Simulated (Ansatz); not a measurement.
**GaPHS (quartet): the correlation ladder, cc-pVDZ**

The task here is to estimate one member of a computed series from the others.

Program: Ansatz 0.2.0, Gaussian basis. Level of theory: cc-pVDZ, core rule «outside noble gas», up to 24 orbitals frozen. These are calculated values, not measurements.

The runs, in order: UHF; CCSD(T) on ROHF; CCSD(T) on UHF; BCCD(T) on ROHF; CISD; CCSDT(Q) on ROHF; CCSDT(Q) on UHF; CASSCF and NEVPT2, 11 electrons in 11 orbitals.

27 further runs of the same task are left out: 6 for a known fault of the program, 9 that didn't finish, 12 set aside as unsound or not needed.

### The system

The geometry is a PBE0/def2-TZVP stationary point (not a proven minimum) of the parent state, kept for this charge and spin. No spin-orbit coupling is included. The filled d shell of Ga may be among the frozen orbitals whatever the setting's name suggests; the logs give the count.

4 atoms, charge 0, spin multiplicity 4.

Atoms are counted from 1 here; the program's logs count them from 0.

Bond lengths: Ga1–P2 2.458 Å, P2–S3 2.082 Å, S3–H4 1.347 Å. Angles: Ga1–P2–S3 86.7°, P2–S3–H4 99.6°.

Set-up of the first run:

Contents of in.yaml:

```yaml
crystal:
  periodic: [false, false, false]
  atoms:
    - {symbol: Ga, position_ang: [0.000000, -0.181071, 1.254308]}
    - {symbol: P, position_ang: [0.000000, 1.130788, -0.824606]}
    - {symbol: S, position_ang: [0.000000, -0.690919, -1.833298]}
    - {symbol: H, position_ang: [0.000000, -0.243652, -3.103616]}
basis:
  gaussian: {orbitals: cc-pVDZ}
magnetization: {spin_polarized: true, initial_magnetization: 3}
hamiltonian: {xc: hf}
output: {orbitals: {seedname: orbitals}}
```

Command:

```bash
ansatz run in.yaml --threads 1 --pin off --events-out ev --progress --plain --max-ram 2393MiB
```

Among the steps run: UHF; CCSD(T) on ROHF; CCSD(T) on UHF; BCCD(T) on ROHF; CISD; CCSDT(Q) on ROHF; CCSDT(Q) on UHF; CASSCF and NEVPT2, 11 electrons in 11 orbitals.

One of the session's tables, all rows but one given; the rest of the session is left out.

It belongs to the step «Misses and costs». 

```
        method  from UCCSDT(Q) (kJ/mol)
          ROHF                   +855.3
           UHF                        ?
          RMP2                   +144.3
          UMP2                   +149.2
         RCCSD                    +40.4
         UCCSD                    +38.2
      RCCSD(T)                     +8.0
      UCCSD(T)                     +7.5
       BCCD(T)                     +7.7
        RCCSDT                     +3.8
        UCCSDT                     +2.8
     RCCSDT(Q)                     +1.0
     UCCSDT(Q)                        0
CASSCF valence                   +683.8
NEVPT2 valence                   +129.8
```

**Question.** Estimate the row for UHF.

The run gave: from UCCSDT(Q) (kJ/mol): +827.3. In the column «from UCCSDT(Q) (kJ/mol)» it lies between CASSCF valence (+683.8) and ROHF (+855.3).

Not comparable, so not listed: CISD (they don't share determinant, frozen orbitals or solution with the rows shown, or repeat one).

To keep in mind: Restricted and unrestricted rows rest on different reference determinants; where their highest levels disagree by more than a few hundredths of an eV, they describe different states and don't form one ladder.
